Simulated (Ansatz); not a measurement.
# AlBrH: the cost of one run

Program: Ansatz 0.2.0, Gaussian basis. Level of theory: def2-QZVPP, all electrons in the functionals, frozen cores in the correlation of double hybrids and RPA. These are calculated values, not measurements.

To be run: wB97M-V, B2PLYP, at charge 0, quartet; charge 0, doublet; charge 0, sextet; charge 1, triplet; charge 1, quintet.

10 further runs of the same task are left out: 10 set aside as unsound or not needed. Runs told in other sessions of the task aren't counted.

## Step 1: The geometry

The geometry is a PBE0/def2-TZVP stationary point (not a proven minimum). No spin-orbit coupling is included. The filled d shell of Br may be among the frozen orbitals whatever the setting's name suggests.

3 atoms, charge 0, spin multiplicity 4.

Atoms are counted from 1 here; the program's logs count them from 0.

Bond lengths: Al1–Br2 2.378 Å, Al1–H3 1.768 Å. Angles: Br2–Al1–H3 62.5°.

Geometry (Å):

```xyz
3

Al    0.00000   -0.06260    1.76736
Br    0.00000    0.00187   -0.60934
H     0.00000    1.52780    0.99495
```

No dispersion term is added; wB97M-V holds VV10 nonlocal correlation.

The geometry shown and the zero of energy belong to the point charge 0, quartet. The yardstick, RCCSD(T), and other wave-function levels (R restricted, U unrestricted, valence and pair active spaces) come from earlier runs.

## Step 2: wB97M-V, charge 0, quartet

Contents of in.yaml:

```yaml
crystal:
  periodic: [false, false, false]
  atoms:
    - {symbol: Al, position_ang: [0.000000, -0.062599, 1.767363]}
    - {symbol: Br, position_ang: [0.000000, 0.001866, -0.609344]}
    - {symbol: H, position_ang: [0.000000, 1.527796, 0.994950]}
basis:
  gaussian: {orbitals: "def2-QZVPP.json"}
magnetization: {spin_polarized: true, initial_magnetization: 3}
hamiltonian: {xc: {name: wB97M-V}}
output: {orbitals: {seedname: orbitals}}
```

On the command line:

```
$ ansatz run in.yaml --threads 1 --pin off --events-out ev --progress --plain --max-ram 2393MiB
```

What time and memory should one allow on 1 thread of Arm Neoverse V2, shared host?

About 40 s, with a peak of 0.61 GiB.
